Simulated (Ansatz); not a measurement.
Crystal: CuO2.

```
Cu O
1.0
     1.41261   -5.21075    0.00000
     1.41261    5.21075    0.00000
     0.00000    0.00000    4.34342
Cu O
2 4
Direct
  0.16725 0.83275 0.75000
  0.83275 0.16725 0.25000
  0.78897 0.21103 0.75000
  0.21103 0.78897 0.25000
  0.55149 0.44851 0.75000
  0.44851 0.55149 0.25000
```

The cell comes from a database or a generator and needn't be the stable form of this composition.

| Property | Result |
| --- | --- |
| Program | Ansatz 0.2.0 |
| Task | relaxation of cell and atoms |
| Functional | LDA |
| Potentials or basis | Ansatz PAW |
| Cutoff | 420 eV (not typed: the program's choice for these potentials) |
| k mesh | 10 × 10 × 6 |
| Occupations | fermi-dirac, width 0.05 eV |
| Spin | no spin polarisation |

At the start: volume 10.66 Å³/atom.

**Question.** How do energy, volume and symmetry change on relaxing?

**Answer.** It ends after 20 steps and the volume is 8.77 Å³/atom (-17.7 %); space group Cmcm (No. 63, to 0.05 Å).

Step by step:
```tsv
step	energy change (eV)	largest force (eV/Å)	volume (Å³)
1	0.0000	0.7907	63.94
2	-0.3315	0.3313	58.47
3	-0.4496	0.2460	53.59
4	-0.4614	0.1926	53.44
5	-0.4707	0.0885	53.70
6	-0.4737	0.1345	53.71
7	-0.4828	0.0360	53.24
8	-0.4891	0.0123	52.79
9	-0.4909	0.0341	52.88
10	-0.4980	0.0953	52.70
11	-0.4974	0.0859	52.85
12	-0.4998	0.0164	52.78
13	-0.4990	0.0267	52.88
14	-0.4993	0.0021	52.85
15	-0.4731	0.0039	52.85
16	-0.4761	0.0062	52.61
17	-0.4763	0.0029	52.61
18	-0.4745	0.0027	52.61
19	-0.4746	0.0002	52.60
20	-0.4745	0.0002	52.60
```

Final structure:
```
CELL_PARAMETERS angstrom
1.45711 -4.88015 0.00000
1.45711 4.88015 0.00000
0.00000 0.00000 3.69859
ATOMIC_POSITIONS crystal
Cu 0.15623 0.84377 0.75000
Cu 0.84377 0.15623 0.25000
O 0.79408 0.20592 0.75000
O 0.20592 0.79408 0.25000
O 0.52807 0.47193 0.75000
O 0.47193 0.52807 0.25000
```

Caveat: the volume moved by over 15 % at a fixed basis, so the end points are rough; the plane-wave basis is chosen anew once the cell has moved, so the energies of steps on either side of that aren't comparable; the pressure holds a Pulay correction of +1.4 GPa for the finite cutoff; the run has no spin polarisation, though such a crystal can be magnetic; the PAW data sets come from PBE, with cores solved anew for the run's functional, which leaves a small shift of forces and pressure.
